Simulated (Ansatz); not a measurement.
# FH8NSi2 (built from SMILES N[SiH2]F.[SiH4]): search for a transition state, part 2 of 3

Ansatz 0.2.0, Gaussian basis; PBE0-D4. Earlier steps stand in the parts before.

## 7. Relaxing after a step of 0.30 Å one way along the mode

The input, downa/in.yaml:

```yaml
crystal:
  periodic: [false, false, false]
  atoms:
    - {symbol: Si, position_ang: [-0.817254, 0.030401, 0.298949]}
    - {symbol: F, position_ang: [0.066377, -1.829465, -0.397446]}
    - {symbol: H, position_ang: [-2.023593, -0.438261, -0.424613]}
    - {symbol: H, position_ang: [-0.947818, 1.477321, 0.513490]}
    - {symbol: N, position_ang: [-0.541473, -0.580443, 1.874920]}
    - {symbol: H, position_ang: [0.380788, -1.193389, -0.694246]}
    - {symbol: Si, position_ang: [0.946157, 0.744855, -1.268149]}
    - {symbol: H, position_ang: [-0.311365, -1.513649, 2.113941]}
    - {symbol: H, position_ang: [-0.487657, 0.066792, 2.646167]}
    - {symbol: H, position_ang: [1.784490, 1.558744, -0.353046]}
    - {symbol: H, position_ang: [1.881958, 0.055512, -2.224690]}
    - {symbol: H, position_ang: [0.069491, 1.621581, -2.085176]}
basis:
  gaussian: {orbitals: def2-TZVP}
hamiltonian: {xc: pbe0, dispersion: d4}
relax: {f_tol: 0.005, max_steps: 200}
```

Run with:

```console
ansatz run in.yaml --threads 4 --pin off --events-out ev --progress --plain --max-ram 9574MiB
```

Log:

```text
Functional definition: PBE0
  name "PBE0"
  cite "Adamo & Barone, J. Chem. Phys. 110, 6158 (1999) doi:10.1063/1.478522"
  cite "Perdew, Burke & Ernzerhof, Phys. Rev. Lett. 77, 3865 (1996) doi:10.1103/PhysRevLett.77.3865"
  parent pbe
  parameter a = 0.25
  parameter kappa = 0.804
  parameter beta = 0.06672455060314922
  exchange = (1 - a)*pbe_x(kappa = kappa, mu = beta*pi^2/3) + a*exact_x
  correlation = pbe_c(beta = beta)
1199 factors; their error is unknown
mean field evaluation 1: about -20074.9786 eV, gradient 6.3e1 eV
mean field evaluation 2: about -20066.1791 eV, gradient 8.7e1 eV
mean field evaluation 4: about -20081.8084 eV, gradient 3.8e0 eV
mean field evaluation 8: about -20081.8317 eV, gradient 2.3e-2 eV
mean field evaluation 16: about -20081.9095 eV, gradient 2.7e-5 eV
mean field -20081.90948477 eV, -737.9965615583 hartree, gradient 2.7e-5 eV, S^2 0.000000; 0 other end points of the search recorded, 0 dependent functions left out
the calculation of the forces begins
reference -20081.90951928 eV, -737.9965628265 hartree; 26, 26 occupied and 158, 158 virtual orbitals, 1199 factors
relax step   1: F+E_penalty+E_count = -20082.11129235 eV  Δ(F+E_penalty+E_count) = +0.000e0 eV  max|allowed force component| = 1.607e1 eV/Å  Δτ_max = 0.0000 Å  (26 SCF iters, accepted)
these checks for a lower state are left out or cut short: starts, cluster_reference, orbital_swaps, neighbouring_geometries, increment
1199 factors; their error is unknown
mean field -20083.59317618 eV, -738.0584360763 hartree, gradient 1.1e-5 eV, S^2 0.000000; 0 other end points of the search recorded, 0 dependent functions left out
the calculation of the forces begins
reference -20083.59321060 eV, -738.0584373411 hartree; 26, 26 occupied and 158, 158 virtual orbitals, 1199 factors
relax step   2: F+E_penalty+E_count = -20083.79367691 eV  Δ(F+E_penalty+E_count) = -1.682e0 eV  max|allowed force component| = 1.469e0 eV/Å  Δτ_max = 0.1944 Å  (36 SCF iters, accepted)
these checks for a lower state are left out or cut short: starts, cluster_reference, orbital_swaps, neighbouring_geometries, increment
1199 factors; their error is unknown
mean field evaluation 32: about -20083.8462 eV, gradient 1.1e-5 eV
mean field -20083.84620543 eV, -738.0677347295 hartree, gradient 1.1e-5 eV, S^2 0.000000; 0 other end points of the search recorded, 0 dependent functions left out
the calculation of the forces begins
reference -20083.84623975 eV, -738.0677359908 hartree; 26, 26 occupied and 158, 158 virtual orbitals, 1199 factors
relax step   3: F+E_penalty+E_count = -20084.04666075 eV  Δ(F+E_penalty+E_count) = -2.530e-1 eV  max|allowed force component| = 8.839e-1 eV/Å  Δτ_max = 0.1939 Å  (30 SCF iters, accepted)
these checks for a lower state are left out or cut short: starts, cluster_reference, orbital_swaps, neighbouring_geometries, increment
1199 factors; their error is unknown
mean field -20084.09100283 eV, -738.0767308682 hartree, gradient 1.5e-5 eV, S^2 0.000000; 0 other end points of the search recorded, 0 dependent functions left out
the calculation of the forces begins
reference -20084.09103693 eV, -738.0767321214 hartree; 26, 26 occupied and 158, 158 virtual orbitals, 1199 factors
relax step   4: F+E_penalty+E_count = -20084.28936921 eV  Δ(F+E_penalty+E_count) = -2.427e-1 eV  max|allowed force component| = 7.199e-1 eV/Å  Δτ_max = 0.1940 Å  (28 SCF iters, accepted)
these checks for a lower state are left out or cut short: starts, cluster_reference, orbital_swaps, neighbouring_geometries, increment
1199 factors; their error is unknown
mean field -20084.23263432 eV, -738.0819357294 hartree, gradient 1.0e-5 eV, S^2 0.000000; 0 other end points of the search recorded, 0 dependent functions left out
the calculation of the forces begins
reference -20084.23266854 eV, -738.0819369872 hartree; 26, 26 occupied and 158, 158 virtual orbitals, 1199 factors
relax step   5: F+E_penalty+E_count = -20084.42920283 eV  Δ(F+E_penalty+E_count) = -1.398e-1 eV  max|allowed force component| = 2.772e-1 eV/Å  Δτ_max = 0.1952 Å  (30 SCF iters, accepted)
these checks for a lower state are left out or cut short: starts, cluster_reference, orbital_swaps, neighbouring_geometries, increment
1199 factors; their error is unknown
mean field -20084.27661307 eV, -738.0835519187 hartree, gradient 2.1e-5 eV, S^2 0.000000; 0 other end points of the search recorded, 0 dependent functions left out
the calculation of the forces begins
reference -20084.27664754 eV, -738.0835531855 hartree; 26, 26 occupied and 158, 158 virtual orbitals, 1199 factors
relax step   6: F+E_penalty+E_count = -20084.47195777 eV  Δ(F+E_penalty+E_count) = -4.275e-2 eV  max|allowed force component| = 2.636e-1 eV/Å  Δτ_max = 0.1938 Å  (28 SCF iters, accepted)
these checks for a lower state are left out or cut short: starts, cluster_reference, orbital_swaps, neighbouring_geometries, increment
1199 factors; their error is unknown
mean field -20084.20256111 eV, -738.0808305593 hartree, gradient 9.9e-6 eV, S^2 0.000000; 0 other end points of the search recorded, 0 dependent functions left out
the calculation of the forces begins
reference -20084.20259604 eV, -738.0808318430 hartree; 26, 26 occupied and 158, 158 virtual orbitals, 1199 factors
relax step   7: F+E_penalty+E_count = -20084.39592279 eV  Δ(F+E_penalty+E_count) = +7.603e-2 eV  max|allowed force component| = 2.259e0 eV/Å  Δτ_max = 0.1914 Å  (36 SCF iters, rejected (line search))
these checks for a lower state are left out or cut short: starts, cluster_reference, orbital_swaps, neighbouring_geometries, increment
1199 factors; their error is unknown
mean field evaluation 64: about -20084.2935 eV, gradient 2.9e-1 eV
mean field -20084.29361177 eV, -738.0841766092 hartree, gradient 1.1e-5 eV, S^2 0.000000; 0 other end points of the search recorded, 0 dependent functions left out
the calculation of the forces begins
reference -20084.29364639 eV, -738.0841778818 hartree; 26, 26 occupied and 158, 158 virtual orbitals, 1199 factors
relax step   8: F+E_penalty+E_count = -20084.48871145 eV  Δ(F+E_penalty+E_count) = -1.675e-2 eV  max|allowed force component| = 1.532e-1 eV/Å  Δτ_max = 0.0957 Å  (30 SCF iters, accepted)
these checks for a lower state are left out or cut short: starts, cluster_reference, orbital_swaps, neighbouring_geometries, increment
1199 factors; their error is unknown
mean field -20084.30309142 eV, -738.0845249799 hartree, gradient 1.1e-5 eV, S^2 0.000000; 0 other end points of the search recorded, 0 dependent functions left out
the calculation of the forces begins
reference -20084.30312629 eV, -738.0845262617 hartree; 26, 26 occupied and 158, 158 virtual orbitals, 1199 factors
relax step   9: F+E_penalty+E_count = -20084.49697253 eV  Δ(F+E_penalty+E_count) = -8.261e-3 eV  max|allowed force component| = 2.555e-1 eV/Å  Δτ_max = 0.0979 Å  (30 SCF iters, accepted)
these checks for a lower state are left out or cut short: starts, cluster_reference, orbital_swaps, neighbouring_geometries, increment
1199 factors; their error is unknown
mean field -20084.31005797 eV, -738.0847809961 hartree, gradient 1.9e-5 eV, S^2 0.000000; 0 other end points of the search recorded, 0 dependent functions left out
the calculation of the forces begins
reference -20084.31009284 eV, -738.0847822776 hartree; 26, 26 occupied and 158, 158 virtual orbitals, 1199 factors
relax step  10: F+E_penalty+E_count = -20084.50459347 eV  Δ(F+E_penalty+E_count) = -7.621e-3 eV  max|allowed force component| = 4.229e-1 eV/Å  Δτ_max = 0.1500 Å  (29 SCF iters, accepted)
these checks for a lower state are left out or cut short: starts, cluster_reference, orbital_swaps, neighbouring_geometries, increment
1199 factors; their error is unknown
mean field -20084.27681378 eV, -738.0835592947 hartree, gradient 8.8e-6 eV, S^2 0.000000; 0 other end points of the search recorded, 0 dependent functions left out
the calculation of the forces begins
reference -20084.27684856 eV, -738.0835605727 hartree; 26, 26 occupied and 158, 158 virtual orbitals, 1199 factors
relax step  11: F+E_penalty+E_count = -20084.46877606 eV  Δ(F+E_penalty+E_count) = +3.582e-2 eV  max|allowed force component| = 5.746e-1 eV/Å  Δτ_max = 0.1327 Å  (30 SCF iters, rejected (line search))
these checks for a lower state are left out or cut short: starts, cluster_reference, orbital_swaps, neighbouring_geometries, increment
1199 factors; their error is unknown
mean field evaluation 96: about -20084.3157 eV, gradient 1.2e-5 eV
mean field -20084.31569413 eV, -738.0849881210 hartree, gradient 1.2e-5 eV, S^2 0.000000; 0 other end points of the search recorded, 0 dependent functions left out
the calculation of the forces begins
reference -20084.31572908 eV, -738.0849894057 hartree; 26, 26 occupied and 158, 158 virtual orbitals, 1199 factors
relax step  12: F+E_penalty+E_count = -20084.50930655 eV  Δ(F+E_penalty+E_count) = -4.713e-3 eV  max|allowed force component| = 2.721e-1 eV/Å  Δτ_max = 0.0664 Å  (29 SCF iters, accepted)
these checks for a lower state are left out or cut short: starts, cluster_reference, orbital_swaps, neighbouring_geometries, increment
1199 factors; their error is unknown
mean field -20084.31821618 eV, -738.0850808048 hartree, gradient 1.3e-5 eV, S^2 0.000000; 0 other end points of the search recorded, 0 dependent functions left out
the calculation of the forces begins
reference -20084.31825104 eV, -738.0850820858 hartree; 26, 26 occupied and 158, 158 virtual orbitals, 1199 factors
relax step  13: F+E_penalty+E_count = -20084.51117355 eV  Δ(F+E_penalty+E_count) = -1.867e-3 eV  max|allowed force component| = 1.879e-1 eV/Å  Δτ_max = 0.0757 Å  (30 SCF iters, accepted)
these checks for a lower state are left out or cut short: starts, cluster_reference, orbital_swaps, neighbouring_geometries, increment
1199 factors; their error is unknown
mean field -20084.31760742 eV, -738.0850584332 hartree, gradient 1.2e-5 eV, S^2 0.000000; 0 other end points of the search recorded, 0 dependent functions left out
the calculation of the forces begins
reference -20084.31764243 eV, -738.0850597200 hartree; 26, 26 occupied and 158, 158 virtual orbitals, 1199 factors
relax step  14: F+E_penalty+E_count = -20084.51034827 eV  Δ(F+E_penalty+E_count) = +8.253e-4 eV  max|allowed force component| = 2.377e-1 eV/Å  Δτ_max = 0.0632 Å  (30 SCF iters, rejected (line search))
these checks for a lower state are left out or cut short: starts, cluster_reference, orbital_swaps, neighbouring_geometries, increment
1199 factors; their error is unknown
mean field -20084.31913153 eV, -738.0851144431 hartree, gradient 1.2e-5 eV, S^2 0.000000; 0 other end points of the search recorded, 0 dependent functions left out
the calculation of the forces begins
reference -20084.31916646 eV, -738.0851157269 hartree; 26, 26 occupied and 158, 158 virtual orbitals, 1199 factors
relax step  15: F+E_penalty+E_count = -20084.51236451 eV  Δ(F+E_penalty+E_count) = -1.191e-3 eV  max|allowed force component| = 3.559e-2 eV/Å  Δτ_max = 0.0316 Å  (31 SCF iters, accepted)
these checks for a lower state are left out or cut short: starts, cluster_reference, orbital_swaps, neighbouring_geometries, increment
1199 factors; their error is unknown
mean field -20084.31979060 eV, -738.0851386638 hartree, gradient 1.2e-5 eV, S^2 0.000000; 0 other end points of the search recorded, 0 dependent functions left out
the calculation of the forces begins
reference -20084.31982556 eV, -738.0851399486 hartree; 26, 26 occupied and 158, 158 virtual orbitals, 1199 factors
relax step  16: F+E_penalty+E_count = -20084.51269075 eV  Δ(F+E_penalty+E_count) = -3.262e-4 eV  max|allowed force component| = 3.719e-2 eV/Å  Δτ_max = 0.0173 Å  (32 SCF iters, accepted)
these checks for a lower state are left out or cut short: starts, cluster_reference, orbital_swaps, neighbouring_geometries, increment
1199 factors; their error is unknown
mean field evaluation 128: about -20084.3198 eV, gradient 2.4e-4 eV
mean field -20084.31978637 eV, -738.0851385082 hartree, gradient 2.1e-5 eV, S^2 0.000000; 0 other end points of the search recorded, 0 dependent functions left out
the calculation of the forces begins
reference -20084.31982133 eV, -738.0851397929 hartree; 26, 26 occupied and 158, 158 virtual orbitals, 1199 factors
relax step  17: F+E_penalty+E_count = -20084.51268792 eV  Δ(F+E_penalty+E_count) = +2.824e-6 eV  max|allowed force component| = 3.555e-2 eV/Å  Δτ_max = 0.0018 Å  (22 SCF iters, rejected (line search))
these checks for a lower state are left out or cut short: starts, cluster_reference, orbital_swaps, neighbouring_geometries, increment
1199 factors; their error is unknown
mean field -20084.31983172 eV, -738.0851401747 hartree, gradient 1.2e-5 eV, S^2 0.000000; 0 other end points of the search recorded, 0 dependent functions left out
the calculation of the forces begins
reference -20084.31986668 eV, -738.0851414595 hartree; 26, 26 occupied and 158, 158 virtual orbitals, 1199 factors
relax step  18: F+E_penalty+E_count = -20084.51273322 eV  Δ(F+E_penalty+E_count) = -4.247e-5 eV  max|allowed force component| = 3.175e-2 eV/Å  Δτ_max = 0.0009 Å  (21 SCF iters, accepted)
these checks for a lower state are left out or cut short: starts, cluster_reference, orbital_swaps, neighbouring_geometries, increment
1199 factors; their error is unknown
mean field -20084.32016148 eV, -738.0851522933 hartree, gradient 1.2e-5 eV, S^2 0.000000; 0 other end points of the search recorded, 0 dependent functions left out
the calculation of the forces begins
reference -20084.32019645 eV, -738.0851535783 hartree; 26, 26 occupied and 158, 158 virtual orbitals, 1199 factors
relax step  19: F+E_penalty+E_count = -20084.51293915 eV  Δ(F+E_penalty+E_count) = -2.059e-4 eV  max|allowed force component| = 9.638e-3 eV/Å  Δτ_max = 0.0157 Å  (31 SCF iters, accepted)
these checks for a lower state are left out or cut short: starts, cluster_reference, orbital_swaps, neighbouring_geometries, increment
1199 factors; their error is unknown
mean field -20084.31981291 eV, -738.0851394836 hartree, gradient 1.2e-5 eV, S^2 0.000000; 0 other end points of the search recorded, 0 dependent functions left out
the calculation of the forces begins
reference -20084.31984787 eV, -738.0851407681 hartree; 26, 26 occupied and 158, 158 virtual orbitals, 1199 factors
relax step  20: F+E_penalty+E_count = -20084.51257260 eV  Δ(F+E_penalty+E_count) = +3.666e-4 eV  max|allowed force component| = 8.861e-2 eV/Å  Δτ_max = 0.0103 Å  (31 SCF iters, rejected (line search))
these checks for a lower state are left out or cut short: starts, cluster_reference, orbital_swaps, neighbouring_geometries, increment
1199 factors; their error is unknown
mean field -20084.32023361 eV, -738.0851549438 hartree, gradient 1.2e-5 eV, S^2 0.000000; 0 other end points of the search recorded, 0 dependent functions left out
the calculation of the forces begins
reference -20084.32026859 eV, -738.0851562293 hartree; 26, 26 occupied and 158, 158 virtual orbitals, 1199 factors
relax step  21: F+E_penalty+E_count = -20084.51296783 eV  Δ(F+E_penalty+E_count) = -2.868e-5 eV  max|allowed force component| = 6.750e-3 eV/Å  Δτ_max = 0.0052 Å  (32 SCF iters, accepted)
these checks for a lower state are left out or cut short: starts, cluster_reference, orbital_swaps, neighbouring_geometries, increment
1199 factors; their error is unknown
mean field evaluation 160: about -20084.3202 eV, gradient 2.8e-1 eV
mean field -20084.32029002 eV, -738.0851570169 hartree, gradient 1.2e-5 eV, S^2 0.000000; 0 other end points of the search recorded, 0 dependent functions left out
the calculation of the forces begins
reference -20084.32032499 eV, -738.0851583019 hartree; 26, 26 occupied and 158, 158 virtual orbitals, 1199 factors
relax step  22: F+E_penalty+E_count = -20084.51296135 eV  Δ(F+E_penalty+E_count) = +6.478e-6 eV  max|allowed force component| = 1.322e-2 eV/Å  Δτ_max = 0.0106 Å  (31 SCF iters, rejected (line search))
these checks for a lower state are left out or cut short: starts, cluster_reference, orbital_swaps, neighbouring_geometries, increment
1199 factors; their error is unknown
mean field -20084.32026416 eV, -738.0851560666 hartree, gradient 1.2e-5 eV, S^2 0.000000; 0 other end points of the search recorded, 0 dependent functions left out
the calculation of the forces begins
reference -20084.32029913 eV, -738.0851573519 hartree; 26, 26 occupied and 158, 158 virtual orbitals, 1199 factors
relax step  23: F+E_penalty+E_count = -20084.51300644 eV  Δ(F+E_penalty+E_count) = -3.861e-5 eV  max|allowed force component| = 8.590e-3 eV/Å  Δτ_max = 0.0052 Å  (32 SCF iters, accepted)
these checks for a lower state are left out or cut short: starts, cluster_reference, orbital_swaps, neighbouring_geometries, increment
1199 factors; their error is unknown
mean field -20084.32029442 eV, -738.0851571787 hartree, gradient 1.2e-5 eV, S^2 0.000000; 0 other end points of the search recorded, 0 dependent functions left out
the calculation of the forces begins
reference -20084.32032940 eV, -738.0851584640 hartree; 26, 26 occupied and 158, 158 virtual orbitals, 1199 factors
relax step  24: F+E_penalty+E_count = -20084.51301817 eV  Δ(F+E_penalty+E_count) = -1.173e-5 eV  max|allowed force component| = 8.757e-3 eV/Å  Δτ_max = 0.0050 Å  (32 SCF iters, accepted)
these checks for a lower state are left out or cut short: starts, cluster_reference, orbital_swaps, neighbouring_geometries, increment
1199 factors; their error is unknown
mean field -20084.32028563 eV, -738.0851568557 hartree, gradient 2.2e-5 eV, S^2 0.000000; 0 other end points of the search recorded, 0 dependent functions left out
the calculation of the forces begins
reference -20084.32032061 eV, -738.0851581411 hartree; 26, 26 occupied and 158, 158 virtual orbitals, 1199 factors
relax step  25: F+E_penalty+E_count = -20084.51302552 eV  Δ(F+E_penalty+E_count) = -7.347e-6 eV  max|allowed force component| = 7.627e-3 eV/Å  Δτ_max = 0.0032 Å  (22 SCF iters, accepted)
these checks for a lower state are left out or cut short: starts, cluster_reference, orbital_swaps, neighbouring_geometries, increment
1199 factors; their error is unknown
mean field -20084.32026931 eV, -738.0851562559 hartree, gradient 9.4e-6 eV, S^2 0.000000; 0 other end points of the search recorded, 0 dependent functions left out
the calculation of the forces begins
reference -20084.32030429 eV, -738.0851575413 hartree; 26, 26 occupied and 158, 158 virtual orbitals, 1199 factors
relax step  26: F+E_penalty+E_count = -20084.51303247 eV  Δ(F+E_penalty+E_count) = -6.949e-6 eV  max|allowed force component| = 4.380e-3 eV/Å  Δτ_max = 0.0047 Å  (22 SCF iters, accepted)
1199 factors; their error is unknown
mean field evaluation 192: about -20084.3203 eV, gradient 1.4e-5 eV
mean field -20084.32026931 eV, -738.0851562559 hartree, gradient 1.4e-5 eV, S^2 0.000000; 1 other end points of the search recorded, 0 dependent functions left out
the calculation of the forces begins
reference -20084.32030429 eV, -738.0851575413 hartree; 26, 26 occupied and 158, 158 virtual orbitals, 1199 factors
Total energy: -20084.51306744 eV, -738.0922414566 hartree
Atom 0 at    -1.031839     0.527838     0.394072 Å, force    -0.000662     0.000777    -0.002951 eV/Å
Atom 1 at     0.603615    -2.479977    -0.332515 Å, force    -0.000526    -0.001038     0.001604 eV/Å
Atom 2 at    -2.132945    -0.080614    -0.399467 Å, force     0.000097     0.000658     0.000011 eV/Å
Atom 3 at    -1.471926     1.843514     0.930905 Å, force     0.000329    -0.000228     0.000457 eV/Å
Atom 4 at    -0.636447    -0.484205     1.723363 Å, force     0.001358    -0.003493     0.004380 eV/Å
Atom 5 at     0.888809    -1.773665    -0.867133 Å, force     0.000289     0.001433    -0.001264 eV/Å
Atom 6 at     0.740398     0.943650    -1.106051 Å, force    -0.000370     0.000609     0.000711 eV/Å
Atom 7 at    -0.290780    -1.413210     1.531750 Å, force    -0.000026     0.000992    -0.000493 eV/Å
Atom 8 at    -0.186099    -0.084889     2.530831 Å, force    -0.001133     0.000917    -0.001510 eV/Å
Atom 9 at     1.904683     1.592634    -0.443971 Å, force    -0.000208    -0.000396    -0.000736 eV/Å
Atom 10 at     1.271692    -0.346032    -1.673315 Å, force     0.000585    -0.000064    -0.000649 eV/Å
Atom 11 at     0.340939     1.754954    -2.288368 Å, force     0.000266    -0.000168     0.000439 eV/Å
Dipole moment:     0.187755     0.271244     0.040952 e Å
```

It took 75 s on 4 threads of Arm Neoverse V1, shared host.

Step by step: (the energy doesn't fall at every step)

| step | energy from step 1 (eV) | largest force component (eV/Å) |
| --- | --- | --- |
| 1 | 0.0000 | 16.0651 |
| 2 | -1.6824 | 1.4690 |
| 3 | -1.9354 | 0.8839 |
| 4 | -2.1781 | 0.7199 |
| 5 | -2.3179 | 0.2772 |
| 6 | -2.3607 | 0.2636 |
| 7 | -2.2846 | 2.2593 |
| 8 | -2.3774 | 0.1532 |
| 9 | -2.3857 | 0.2555 |
| 10 | -2.3933 | 0.4229 |
| 11 | -2.3575 | 0.5746 |
| 12 | -2.3980 | 0.2721 |
| 13 | -2.3999 | 0.1879 |
| 14 | -2.3991 | 0.2377 |
| 15 | -2.4011 | 0.0356 |
| 16 | -2.4014 | 0.0372 |
| 17 | -2.4014 | 0.0355 |
| 18 | -2.4014 | 0.0317 |
| 19 | -2.4016 | 0.0096 |
| 20 | -2.4013 | 0.0886 |
| 21 | -2.4017 | 0.0067 |
| 22 | -2.4017 | 0.0132 |
| 23 | -2.4017 | 0.0086 |
| 24 | -2.4017 | 0.0088 |
| 25 | -2.4017 | 0.0076 |
| 26 | -2.4017 | 0.0044 |

Close pairs (by a distance rule), those that changed most:

| bond | before (Å) | after (Å) | change (Å) |
| --- | --- | --- | --- |
| F2–H6 | 0.769 | 0.931 | +0.161 |
| Si1–Si7 | 2.465 | 2.359 | -0.106 |
| N5–H8 | 0.990 | 1.010 | +0.019 |
| Si1–H4 | 1.469 | 1.488 | +0.019 |
| Si1–H3 | 1.483 | 1.487 | +0.005 |
| Si1–N5 | 1.713 | 1.717 | +0.004 |
| Si7–H10 | 1.484 | 1.488 | +0.004 |
| Si7–H12 | 1.485 | 1.489 | +0.004 |

(Part 2 of 3 ends here.)
